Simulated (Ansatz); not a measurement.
# CH8AlSbSi: small, medium and large basis sets

Aim: see how fast density functionals converge with the basis set for CH8AlSbSi.

The runs use Ansatz 0.2.0, Gaussian basis; one geometry, several basis sets.

Plan: PBE0-D4/def2-SVP; ωB97M-V/def2-SVP; PBE0-D4/def2-QZVPP; ωB97M-V/def2-QZVPP; the functionals' def2-TZVPP values are taken from earlier runs.

**1. Structure used throughout**

The geometry comes from an earlier relaxation with PBE0-D4 in a triple-zeta def2 set; it is a stationary point, not always the lowest conformer. Sb takes the def2 core potential; no spin-orbit term is included.

12 atoms, charge 0, spin multiplicity 1.

Atoms are counted from 1 here; the program's logs count them from 0.

Bond lengths: C1–Si2 1.882 Å, C1–H5 1.091 Å, C1–H6 1.091 Å, C1–H7 1.093 Å, Si2–Al3 2.407 Å, Si2–Sb4 2.629 Å, Si2–H8 1.490 Å, Al3–H9 1.588 Å, Al3–H10 1.588 Å, Sb4–H11 1.766 Å, Sb4–H12 1.710 Å. Angles: Si2–C1–H5 112.0°, Si2–C1–H6 110.3°, Si2–C1–H7 109.6°, H5–C1–H6 108.7°, H5–C1–H7 108.1°, H6–C1–H7 108.1°, C1–Si2–Al3 125.1°, C1–Si2–Sb4 109.4°, C1–Si2–H8 110.8°, Al3–Si2–Sb4 77.1°, Al3–Si2–H8 120.3°, Sb4–Si2–H8 104.5°, Si2–Al3–H9 118.7°, Si2–Al3–H10 117.8°, H9–Al3–H10 123.4°, Si2–Sb4–H11 87.4°, Si2–Sb4–H12 89.9°, H11–Sb4–H12 89.0°.

**2. PBE0-D4 in def2-SVP**

in.yaml

```yaml
crystal:
  periodic: [false, false, false]
  atoms:
    - {symbol: C, position_ang: [-1.885397, 0.728864, -0.036978]}
    - {symbol: Si, position_ang: [-0.508692, -0.401858, -0.643086]}
    - {symbol: Al, position_ang: [1.810142, 0.217896, -0.824944]}
    - {symbol: Sb, position_ang: [0.587422, -1.620103, 1.412485]}
    - {symbol: H, position_ang: [-2.682267, 0.172197, 0.459069]}
    - {symbol: H, position_ang: [-1.488652, 1.469027, 0.660210]}
    - {symbol: H, position_ang: [-2.321492, 1.262143, -0.885687]}
    - {symbol: H, position_ang: [-1.060564, -1.504026, -1.480243]}
    - {symbol: H, position_ang: [2.300501, 1.554694, -0.122376]}
    - {symbol: H, position_ang: [2.762400, -0.717621, -1.685894]}
    - {symbol: H, position_ang: [2.145578, -1.019960, 0.836772]}
    - {symbol: H, position_ang: [0.418022, -0.196550, 2.344572]}
basis:
  gaussian: {orbitals: def2-SVP}
hamiltonian: {xc: pbe0, dispersion: d4}
output: {orbitals: {seedname: orbitals}}
```

Further steps of the session: ωB97M-V in def2-SVP; PBE0-D4 in def2-QZVPP; ωB97M-V in def2-QZVPP.

Before running them: what should the planned runs give, taken together? Wanted: PBE0-D4: double and triple zeta above quadruple; ωB97M-V: double and triple zeta above quadruple.

As calculated:

| quantity | value |
| --- | --- |
| PBE0-D4: double and triple zeta above quadruple | 7.11, 0.58 eV |
| ωB97M-V: double and triple zeta above quadruple | 7.26, 0.57 eV |

PBE0-D4 gains 6.54 eV from double to triple zeta, then 0.58 eV more. These are total energies; as a rule much of such shifts cancels in differences, which this series doesn't test.
